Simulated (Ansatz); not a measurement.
Sn3Se under changes of volume

One of the cells (26.013 Å³/atom); the others are scaled copies at fixed shape and fractional positions:

```
CELL_PARAMETERS angstrom
0.00000 3.73314 3.73314
3.73314 0.00000 3.73314
3.73314 3.73314 0.00000
ATOMIC_POSITIONS crystal
Sn 0.50000 0.50000 0.50000
Sn 0.75000 0.75000 0.75000
Sn 0.25000 0.25000 0.25000
Se 0.00000 0.00000 0.00000
```

The cell comes from a database or a generator and needn't be the stable form of this composition.

| Property | Result |
| --- | --- |
| Program | Ansatz 0.2.0 |
| Functional | PBE |
| Potentials or basis | Ansatz PAW |
| Cutoff | 420 eV (not typed: the program's choice for these potentials) |
| k mesh | 6 × 6 × 6 |
| Occupations | fermi-dirac, width 0.05 eV |
| Spin | no spin polarisation |

```tsv
volume (Å³/atom)	energy over the lowest point (meV/atom)	pressure (GPa)
24.452	13.52	3.3
24.973	5.13	2.0
25.493	0.79	0.8
26.013	0.00	-0.2
26.533	2.31	-1.1
27.054	7.39	-1.9
27.574	?	?
```

Q: What does the run at 27.574 Å³/atom give?

A: Energy over the lowest point 14.89 meV/atom; pressure -2.6 GPa.

Worked out: A Birch-Murnaghan fit of order 3 (a polynomial in V^(-2/3)) to the other rows has its minimum at 25.88 Å³/atom with B0 = V·E''(V) = 49 GPa and B' = 5.4. It gives 14.86 meV/atom at 27.574 Å³/atom, against the run's 14.89, and -dE/dV = -2.6 GPa, against -2.6.

Energies are extrapolated to zero smearing.
